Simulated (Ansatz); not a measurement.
# GeO (triplet): the correlation ladder, aug-cc-pVDZ

An exercise on one series of results from a longer session: the logs are not shown, and one member is left open.

Program: Ansatz 0.2.0, Gaussian basis. Level of theory: aug-cc-pVDZ, core rule «outside noble gas», up to 15 orbitals frozen. These are calculated values, not measurements.

Plan: UHF; CCSD(T) on ROHF; CCSD(T) on UHF; BCCD(T) on ROHF; CISD; CCSDT(Q) on ROHF; CCSDT(Q) on UHF; CASSCF and MRCISD+Q, 10 electrons in 8 orbitals; CASSCF and NEVPT2, 10 electrons in 8 orbitals.

13 further runs of the same task are left out: 1 for a mislabelled method, 5 that didn't finish, 7 set aside as unsound or not needed.

## What is computed

The geometry is a PBE0/def2-TZVPD stationary point (not a proven minimum) of the parent state, kept for this charge and spin. No spin-orbit coupling is included. The filled d shell of Ge may be among the frozen orbitals whatever the setting's name suggests; the logs give the count.

2 atoms, charge 0, spin multiplicity 3.

Atoms are counted from 1 here; the program's logs count them from 0.

Bond lengths: Ge1–O2 1.686 Å.

Set-up of the first run:

Contents of in.yaml:

```yaml
crystal:
  periodic: [false, false, false]
  atoms:
    - {symbol: Ge, position_ang: [0.000000, 0.000000, 0.000000]}
    - {symbol: O, position_ang: [0.000000, 0.000000, 1.685800]}
basis:
  gaussian: {orbitals: aug-cc-pVDZ}
magnetization: {spin_polarized: true, initial_magnetization: 2}
hamiltonian: {xc: hf}
output: {orbitals: {seedname: orbitals}}
```

The run is started by

```console
ansatz run in.yaml --threads 1 --pin off --events-out ev --progress --plain --max-ram 2393MiB
```

Among the steps run: UHF; CCSD(T) on ROHF; CCSD(T) on UHF; BCCD(T) on ROHF; CISD; CCSDT(Q) on ROHF; CCSDT(Q) on UHF; CASSCF and MRCISD+Q, 10 electrons in 8 orbitals; CASSCF and NEVPT2, 10 electrons in 8 orbitals.

One table of the session follows, with a row left open; its other results are not shown here.

```
          method  from RCCSDT(Q) (meV)
            ROHF               +6869.6
             UHF               +6637.4
            RMP2               +1070.8
            UMP2               +1083.8
           RCCSD                +397.8
           UCCSD                +391.9
        RCCSD(T)                +205.6
        UCCSD(T)                     ?
         BCCD(T)                +206.1
          RCCSDT                 +73.6
          UCCSDT                 +78.3
       RCCSDT(Q)                     0
       UCCSDT(Q)                  +6.0
  CASSCF valence               +5341.6
  NEVPT2 valence               +1386.6
  MRCISD valence                +584.6
MRCISD+Q valence                +236.1
```

Estimate the missing values for UCCSD(T).

The run gave: from RCCSDT(Q) (meV): +204.7. In the column «from RCCSDT(Q) (meV)» it lies between UCCSDT (+78.3) and RCCSD(T) (+205.6).

Not comparable, so not listed: CISD (they don't share determinant, frozen orbitals or solution with the rows shown, or repeat one).

To keep in mind: Restricted and unrestricted rows rest on different reference determinants; where their highest levels disagree by more than a few hundredths of an eV, they describe different states and don't form one ladder.
